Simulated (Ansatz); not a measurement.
# Na (sc type): how the settings move a single-point run

How sensitive is a single-point run of Na (sc type) to its settings? A reference run comes first, then two runs with altered input.

Program: Ansatz 0.2.0. Level of theory: reference: DFT, LDA, PAW with Ansatz's default frozen-core files, scalar-relativistic. These are calculated values, not measurements.

### 1 Starting point

It takes space group Pm-3m (No. 221, cubic). Conventional cell: a = 3.156 Å, b = 3.156 Å, c = 3.156 Å, α = 90.00°, β = 90.00°, γ = 90.00°. Around Na (site symmetry m-3m) lie 6 Na at 3.16 Å.

Coordinates:

```
Na
1.0
     3.15590    0.00000    0.00000
     0.00000    3.15590    0.00000
     0.00000    0.00000    3.15590
Na
1
Direct
  0.00000 0.00000 0.00000
```

### 2 Baseline

Contents of input.yaml:

```yaml
crystal:
  lattice:
    - [3.1558996988, 0.0, 0.0]
    - [0.0, 3.1558996988, 0.0]
    - [0.0, 0.0, 3.1558996988]
  atoms:
    - { symbol: Na, position: [0.0, 0.0, 0.0] }
kpoints:
  mp_grid: { grid: [12, 12, 12] }
scf:
  occupations: { method: fermi_dirac, width: 0.05 }
hamiltonian:
  xc: lda
  pseudopotentials: { kind: paw }
output:
  forces: true
  stress: true
  eigenvalues: true
  populations: true
  write_density: true
  write_potential: true
  elf: true
  volumetric_format: npy
```

Started as:

```sh
> ansatz run input.yaml --threads 1 --pin off --max-ram 2048MiB --backend cpu --events-out ev --progress --plain --runs-dir out
```

Excerpt of the output:

```text
[...]
Basis set: ecut = 420 eV, 619 PW (Γ)
[...]
k-points: 84 of 1728
[...]
SCF iter   1: F=—  HF=-1466.476142 eV  |F-HF|=—  |Δ(HF+E_count)|=         —  Δρ=5.89e-3  dr2=4.67e-3  ethr=1.77e-3  ⟨swp⟩=5.2  Hψ=5040  notcnv=0
preconditioner: auto → none  [metal: Δε(μ)=0.041 eV  Ē_g=8.656 eV  σ=0.050 eV  W_gap=0.20  n_scr=6 (ndim 8)  ℏωp=6.6 eV  f_vac=0.000  D(μ)=0.56/eV (n_scr^D=0)  sad-step TF]
SCF iter   2: F=—  HF=-1466.472603 eV  |F-HF|=—  |Δ(HF+E_count)|=   3.54e-3  Δρ=1.69e-3  dr2=5.23e-4  ethr=5.19e-5  ⟨swp⟩=2.7  Hψ=1943  notcnv=0  defer=6
[...]
SCF iter   5: F=-1466.472549 eV  HF=-1466.472549 eV  |F-HF|=3.59e-10  |Δ(HF+E_count)|=   1.16e-7  Δρ=1.38e-6  dr2=2.37e-10  ethr=1.57e-9  ⟨swp⟩=2.0  Hψ=1069  notcnv=0  defer=6
SCF iter   6: F=-1466.472549 eV  HF=-1466.472549 eV  |F-HF|=1.14e-12  |Δ(HF+E_count)|=  5.84e-11  Δρ=1.73e-7  dr2=3.18e-12  ethr=2.63e-12  ⟨swp⟩=4.5  Hψ=3356  notcnv=0
[...]
SCF converged after 6 iterations
Free energy (F): -1466.472549 eV
[...]
E sigma→0 (E₀):  -1466.470325 eV
[...]
Fermi energy:    2.347427 eV
[...]
  P = ⅓ Tr σ = 1.1867 GPa (11.867 kbar)
[...]
```

Wall time 1.8 s (1 thread of Arm Neoverse V1, shared host); peak memory 0.27 GiB.

### 3 Changed: dr2_threshold 1.0e-11

Edit input.yaml of step 2 so:

```diff
@@ -11,2 +11,3 @@
   occupations: { method: fermi_dirac, width: 0.05 }
+  convergence: { dr2_threshold: 1.0e-11 }
 hamiltonian:
```

Started as:

```sh
> ansatz run input.yaml --threads 1 --pin off --max-ram 2048MiB --backend cpu --events-out ev --progress --plain --runs-dir out
```

Standard output, cut to the lines that bear on the results:

```text
[...]
Pseudopotentials: kind: paw
Pseudopotential: Na, paw, valence charge 9, recommended cutoff 420 eV (normal)
Functional definition: SPW92
[...]
Crystal: 1 atoms, lattice volume = 31.432 Å³
Basis set: ecut = 420 eV, 619 PW (Γ)
Bands: 9, of which v1, the nominal top of the filled ones, is band 5 counted from 1 (4 counted from 0)
Symmetry: 48 space group operations
Space group: Pm-3m (ITA 221), of the structure as read, at distance tolerance 3.2e-5 Å
k-points: 84 of 1728
[...]
SCF iter   1: F=—  HF=-1466.476142 eV  |F-HF|=—  |Δ(HF+E_count)|=         —  Δρ=5.89e-3  dr2=4.67e-3  ethr=1.77e-3  ⟨swp⟩=5.2  Hψ=5040  notcnv=0
[...]
SCF iter   6: F=-1466.472549 eV  HF=-1466.472549 eV  |F-HF|=1.14e-12  |Δ(HF+E_count)|=  7.91e-11  Δρ=1.74e-7  dr2=3.20e-12  ethr=1.00e-12  ⟨swp⟩=6.5  Hψ=3058  notcnv=0
[...]
SCF converged after 6 iterations
Free energy (F): -1466.472549 eV
[...]
E sigma→0 (E₀):  -1466.470325 eV
Entropy (-TS):   -0.004449 eV (-4.449 meV/atom)
Fermi energy:    2.347427 eV
[...]
--- Forces (eV/Å), atoms counted from 1 ---
  atom   1  Na    -0.00000000     0.00000000    -0.00000000
[...]
--- Stress (GPa, compression-positive) ---
        1.186739      -0.000000       0.000000
        0.000000       1.186739       0.000000
        0.000000       0.000000       1.186739
  P = ⅓ Tr σ = 1.1867 GPa (11.867 kbar)
--- Band table (eV; the first three rows and the last of 84) ---
  k-point 0: bands = ["-50.2543", "-22.7187", "-22.7187", "-22.7187", "-1.3054", "11.5211", "11.5211", "13.4042", "13.4042"]
[...]
--- Löwdin populations: 1 site ---
  site symbol       q [e]
     0     Na      8.9487
  spilling = 0.005696 (of n_electrons = 9.000000)
```

Run time: 1.8 s. Hardware: 1 thread of Arm Neoverse V1, shared host; peak memory 0.27 GiB.

Energy and cycle count are those of the reference, so the change (convergence setting) left the result and the number of cycles as they were.

### 4 Changed: eigensolver.kind davidson, preconditioner ldos, dispersion d3bj

Edit input.yaml of step 2 so:

```diff
@@ -11,2 +11,4 @@
   occupations: { method: fermi_dirac, width: 0.05 }
+  eigensolver: { kind: davidson }
+  mixing: { preconditioner: ldos }
 hamiltonian:
@@ -14,2 +16,3 @@
   pseudopotentials: { kind: paw }
+  dispersion: d3bj
 output:
```

Started as:

```sh
> ansatz run input.yaml --threads 1 --pin off --max-ram 2048MiB --backend cpu --events-out ev --progress --plain --runs-dir out
```

Standard output, cut to the lines that bear on the results:

```text
Warning: the engine holds no damping parameters fitted to this dispersion correction and functional, so the run takes those fitted to pbe (hamiltonian.dispersion, under Limitations)
[...]
[... 3 set-up lines as earlier in the session ...]
[...]
Crystal: 1 atoms, lattice volume = 31.432 Å³
Basis set: ecut = 420 eV, 619 PW (Γ)
Bands: 9, of which v1, the nominal top of the filled ones, is band 5 counted from 1 (4 counted from 0)
[... 2 set-up lines as earlier in the session ...]
k-points: 84 of 1728
[...]
SCF iter   1: F=—  HF=-1466.659086 eV  |F-HF|=—  |Δ(HF+E_count)|=         —  Δρ=6.02e-3  dr2=4.85e-3  ethr=1.77e-3  ⟨swp⟩=8.4  Hψ=3758  notcnv=0
[...]
SCF iter   6: F=-1466.655731 eV  HF=-1466.655731 eV  |F-HF|=8.48e-11  |Δ(HF+E_count)|=   2.68e-9  Δρ=6.12e-7  dr2=7.13e-11  ethr=4.70e-11  ⟨swp⟩=3.0  Hψ=1505  notcnv=0
[...]
SCF converged after 6 iterations
Free energy (F): -1466.655731 eV
[...]
E sigma→0 (E₀):  -1466.653507 eV
Entropy (-TS):   -0.004449 eV (-4.449 meV/atom)
Fermi energy:    2.347427 eV
[...]
--- Forces (eV/Å), atoms counted from 1 ---
  atom   1  Na    -0.00000000     0.00000000     0.00000000
[...]
--- Stress (GPa, compression-positive) ---
        0.236490      -0.000000       0.000000
       -0.000000       0.236490       0.000000
        0.000000       0.000000       0.236490
  P = ⅓ Tr σ = 0.2365 GPa (2.365 kbar)
--- Band table (eV; the first three rows and the last of 84) ---
  k-point 0: bands = ["-50.2543", "-22.7187", "-22.7187", "-22.7187", "-1.3054", "11.5211", "11.5211", "13.4042", "13.4042"]
[...]
--- Löwdin populations: 1 site ---
  site symbol       q [e]
     0     Na      8.9487
  spilling = 0.005696 (of n_electrons = 9.000000)
```

Run time: 1.9 s. Hardware: 1 thread of Arm Neoverse V1, shared host; peak memory 0.25 GiB.

The energy moves by -183.2 meV/atom, nearly all of it the dispersion term itself (-183.2 meV/atom); that offset belongs to the model and is no gain or loss of stability; the pressure goes from 1.2 to 0.2 GPa. The damping parameters are borrowed, as the log notes.

### 5 Side by side

```csv
run,ending,energy change,pressure (GPa),gap (eV),force (eV/Å),cycles,time
reference,converged,0,1.2,0.00,0.00,6,1.8 s
1: dr2_threshold 1.0e-11,converged,0.0 meV/atom,1.2,0.00,0.00,6,1.8 s
"2: eigensolver.kind davidson, preconditioner ldos, dispersion d3bj",converged,-183.2 meV/atom (offset of the dispersion model),0.2,0.00,0.00,6,1.9 s
```

Residual by cycle in the longest SCF loop of each run; runs are numbered as in the table. The quantity is the density residual dr2, in eV.

```csv
cycle,reference,run 1,run 2
1,0.00467,0.00467,0.00485
2,5.2e-4,5.2e-4,0.00298
3,3.0e-5,3.0e-5,3.0e-5
4,1.4e-7,1.4e-7,2.1e-7
5,2.4e-10,2.4e-10,4.2e-9
6,3.2e-12,3.2e-12,7.1e-11
```

What this shows: «dr2_threshold 1.0e-11» leaves the energy as it was. The pressure spans 0.2 to 1.2 GPa over the reference and the converged variants.
